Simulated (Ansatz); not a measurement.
Predict the output of the script below (Ansatz 0.2.0 through its Python package).

`disp_mg14timo.py`:
```python
import ansatz as az
import numpy as np

vectors0 = np.array([
    [6.29406, 0.0, 0.0],
    [-3.14703, 5.45082, 0.0],
    [0.0, 0.0, 9.97225],
])
sites = [
    ("Mg", [0.00387, 0.50194, 0.0]),
    ("Mg", [0.00167, 0.50084, 0.5]),
    ("Mg", [0.49806, 0.99613, 0.0]),
    ("Mg", [0.49916, 0.99833, 0.5]),
    ("Mg", [0.49806, 0.50194, 0.0]),
    ("Mg", [0.49916, 0.50084, 0.5]),
    ("Mg", [0.1596, 0.8404, 0.25481]),
    ("Mg", [0.1596, 0.8404, 0.74519]),
    ("Mg", [0.1596, 0.31919, 0.25481]),
    ("Mg", [0.1596, 0.31919, 0.74519]),
    ("Mg", [0.68081, 0.8404, 0.25481]),
    ("Mg", [0.68081, 0.8404, 0.74519]),
    ("Mg", [2 / 3, 1 / 3, 0.24779]),
    ("Mg", [2 / 3, 1 / 3, 0.75221]),
    ("Ti", [0.0, 0.0, 0.0]),
    ("Mo", [0.0, 0.0, 0.5]),
]


def on_lattice(cell):
    crystal = az.Crystal(lattice=az.Lattice.of(cell))
    for symbol, position in sites:
        crystal = crystal.atom(symbol, position)
    return crystal

atoms = [(site[0], site[1]) for site in sites]
print("dispersion energy and pressure at linear scale factors", (0.97, 1.0, 1.03, 1.06))
for functional in (az.Functional.REVPBE, az.Functional.R2SCAN):
    for method in ("d3bj", "d4"):
        damping = az.dispersion_damping(method=method, xc=functional)
        line = []
        for scale in (0.97, 1.0, 1.03, 1.06):
            term = az.pairwise_dispersion(vectors=(vectors0 * scale).tolist(), atoms=atoms, damping=damping, periodic=(True, True, True))
            line.append(f"{term.energy_ev / len(atoms):.4f} eV/atom, {np.trace(term.stress_gpa) / 3:.2f} GPa")
        print(functional.value, method, "|", " | ".join(line))
print("charges of the D4 model in the last cell:", np.round(term.partial_charges_e, 3))
```

Running `python disp_mg14timo.py` prints:
```text
dispersion energy and pressure at linear scale factors (0.97, 1.0, 1.03, 1.06)
revpbe d3bj | -0.6789 eV/atom, -5.69 GPa | -0.6188 eV/atom, -4.66 GPa | -0.5665 eV/atom, -3.84 GPa | -0.5206 eV/atom, -3.18 GPa
revpbe d4 | -0.1790 eV/atom, -1.45 GPa | -0.1649 eV/atom, -1.20 GPa | -0.2797 eV/atom, -1.82 GPa | -0.2579 eV/atom, -1.52 GPa
disp_mg14timo.py:39: DeckWarning: the engine holds no damping parameters fitted to this dispersion correction and functional, so the run takes those fitted to r2scan beside the three-body term, which d3bj leaves out (hamiltonian.dispersion, under Limitations)
  damping = az.dispersion_damping(method=method, xc=functional)
r2scan d3bj | -0.1694 eV/atom, -1.43 GPa | -0.1541 eV/atom, -1.20 GPa | -0.1406 eV/atom, -1.00 GPa | -0.1286 eV/atom, -0.84 GPa
r2scan d4 | -0.0387 eV/atom, -0.31 GPa | -0.0356 eV/atom, -0.26 GPa | -0.0595 eV/atom, -0.40 GPa | -0.0546 eV/atom, -0.34 GPa
charges of the D4 model in the last cell: [ 0.05   0.025  0.05   0.025  0.05   0.025  0.038  0.038  0.038  0.038
  0.038  0.038  0.019  0.019 -0.307 -0.182]
```

The structure comes from a database and needn't be a stable phase.
